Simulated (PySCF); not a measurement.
# CuCl3: relaxation and vibrations of the triplet

Where does triplet CuCl3 go from a trigonal pyramidal start, is the end point a minimum, and what are its modes, charges and moments?

Method: PBE0, basis Cu def2-TZVP, Cl def2-TZVP, no relativity, density fitting; program: PySCF 2.14.0.

## 1. The system as given

4 atoms, charge 0, spin multiplicity 3.

Bond lengths: Cu1–Cl2 2.110 Å, Cu1–Cl3 2.110 Å, Cu1–Cl4 2.110 Å. Angles: Cl2–Cu1–Cl3 99.8°, Cl2–Cu1–Cl4 99.8°, Cl3–Cu1–Cl4 99.8°.

Z-matrix (Å, degrees; charge 0 multiplicity 3):
```
Cu
Cl 1 2.1100
Cl 1 2.1100 2 99.75
Cl 1 2.1100 2 99.75 3 -101.77
```

## 2. First SCF at the start

The steps below are one call of a driver around PySCF. For each, scf.py gives the equivalent set-up of the SCF; relaxations use the driver's own optimiser. After this first run the driver tries any further starts and a stability analysis.

The input, scf.py:

```python
from pyscf import gto, scf, dft
mol = gto.M(atom='''
Cu     0.000000     0.000000     0.000000
Cl     1.863000     0.000000     0.990600
Cl    -0.931500     1.613400     0.990600
Cl    -0.931500    -1.613400     0.990600''',
    basis={'Cu': 'def2-TZVP', 'Cl': 'def2-TZVP'},
    charge=0, spin=2)
mf = dft.UKS(mol, xc='PBE0')
mf.grids.atom_grid = (50, 194)
aux = {'Cu': 'def2-universal-JKFIT', 'Cl': 'def2-universal-JKFIT'}
mf = mf.density_fit(auxbasis=aux)
mf.conv_tol = 1e-08
mf.diis_space = 10
mf.max_cycle = 60
mf.init_guess = 'minao'
mf.verbose = 4
mf.kernel()
```

Run with:

```bash
$ OMP_NUM_THREADS=4 python axn.py task.json out
```

The runs that follow: Trigonal pyramidal start, triplet: relaxation; Vibrations and properties at this point.

Q: Predict the outcome of this session. Wanted: minimum; geometry; wavenumbers; dipole moment; highest occupied, lowest empty level; polar-tensor charge of Cu1; zero-point energy; atomisation energy; ⟨S²⟩.

The runs gave:

```
                                          quantity                                     value
                                           minimum                              triplet, D3h
                                          geometry  Cu–Cl 2.093 Å (×3); Cl–Cu–Cl 120.0° (×3)
                                wavenumbers (cm⁻¹)  92 (a2''), 100 (e'), 331 (a1'), 408 (e')
                                     dipole moment                                    0.00 D
highest occupied, lowest empty level (either spin)                           -8.92, -6.71 eV
                        polar-tensor charge of Cu1                                   +0.86 e
                                 zero-point energy                                8.6 kJ/mol
                               entropy at 298.15 K                           343.3 J/(mol K)
         atomisation energy (no zero-point energy)                                674 kJ/mol
                                              ⟨S²⟩                                     2.009
```

In words: The trigonal pyramidal start (C3v) ends in a minimum of D3h symmetry. The strongest infrared band lies at 408 cm⁻¹ (e', stretch). The dipole vanishes although Cu1 carries +0.9 e by the polar tensor: the bond dipoles cancel. Other starts or spin states, not run here, may lie lower. One determinant may miss the lowest occupation of an open d or f shell.
